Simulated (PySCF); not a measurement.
# ZrO(OH)₂: relaxation and vibrations of the singlet

The task is one start of a wider search on ZrO(OH)₂: the singlet, from a trigonal planar start. It is relaxed, tested by its Hessian and followed downhill if it is a saddle.

The runs use PySCF 2.14.0; PBE0, basis Zr def2-SVP with ECP28, O def2-SVP, H def2-SVP, scalar-relativistic core potentials, no spin–orbit coupling, density fitting.

## Step 1: Starting geometry

6 atoms, charge 0, spin multiplicity 1.

Bond lengths: Zr1–O2 1.840 Å, Zr1–O3 2.170 Å, Zr1–O4 2.170 Å, O3–H5 0.960 Å, O4–H6 0.960 Å. Angles: O2–Zr1–O3 120.0°, O2–Zr1–O4 120.0°, O3–Zr1–O4 120.0°, Zr1–O3–H5 130.0°, Zr1–O4–H6 130.0°.

Coordinates in bohr (charge 0 multiplicity 1):
```
Zr    0.1092   -0.0100    0.0000
O     3.5863   -0.0100    0.0000
O    -1.9411    3.5414    0.0000
O    -1.9411   -3.5614    0.0000
H    -1.3207    5.2461    0.0000
H    -3.7277   -3.8764    0.0000
```

## Step 2: Trigonal planar start, singlet: relaxation

The steps below are one call of a driver around PySCF. For each, scf.py gives the equivalent set-up of the SCF; relaxations use the driver's own optimiser. Before each start the driver seeks the lowest SCF state from one or more starting densities and follows internal instabilities, so scf.py alone need not reach the same state.

The program finds Cs symmetry in the start, which this walk keeps.

File scf.py:

```python
from pyscf import gto, scf, dft
mol = gto.M(atom='''
Zr     0.057805    -0.005298     0.000000
O      1.897805    -0.005298     0.000000
O     -1.027195     1.874002     0.000000
O     -1.027195    -1.884598     0.000000
H     -0.698895     2.776102     0.000000
H     -1.972595    -2.051298     0.000000''',
    basis={'Zr': 'def2-SVP', 'O': 'def2-SVP', 'H': 'def2-SVP'},
    ecp={'Zr': 'def2-SVP'},
    charge=0, spin=0)
mf = dft.RKS(mol, xc='PBE0')
mf.grids.atom_grid = (50, 194)
aux = {'Zr': 'def2-universal-JKFIT', 'O': 'def2-universal-JKFIT', 'H': 'def2-universal-JKFIT'}
mf = mf.density_fit(auxbasis=aux)
mf.kernel()
```

Further steps of the session: Hessian and properties; Downhill along the imaginary mode; Hessian and properties.

What does the calculation give? Wanted: minimum; geometry; wavenumbers; dipole moment; highest occupied, lowest empty level; polar-tensor charge of Zr1; zero-point energy; atomisation energy.

As calculated:

| quantity | value |
| --- | --- |
| minimum | singlet, Cs |
| geometry | O–H 0.959 Å (×2), Zr–O 1.751 Å, Zr–O 1.964 Å (×2); H–O–Zr 141.5° (×2), O–Zr–O 113.6° (×2), O–Zr–O 118.5° |
| wavenumbers (cm⁻¹) | 91 (a'), 168 (a'), 206 (a''), 346 (a'), 383 (a''), 493 (a''), 519 (a'), 679 (a'), 701 (a''), 964 (a'), 3969 (a''), 3973 (a') |
| dipole moment | 2.83 D |
| highest occupied, lowest empty level | -7.92, -2.27 eV |
| polar-tensor charge of Zr1 | +2.36 e |
| zero-point energy | 74.7 kJ/mol |
| entropy at 298.15 K | 330.3 J/(mol K) |
| atomisation energy (no zero-point energy) | 2647 kJ/mol |

The trigonal planar start (Cs) ends in a minimum of Cs symmetry, after a stop at a saddle point 2.6 kJ/mol higher, from which it was pushed off along an imaginary mode. The strongest infrared band lies at 346 cm⁻¹ (a'). Other starts or spin states, not run here, may lie lower.
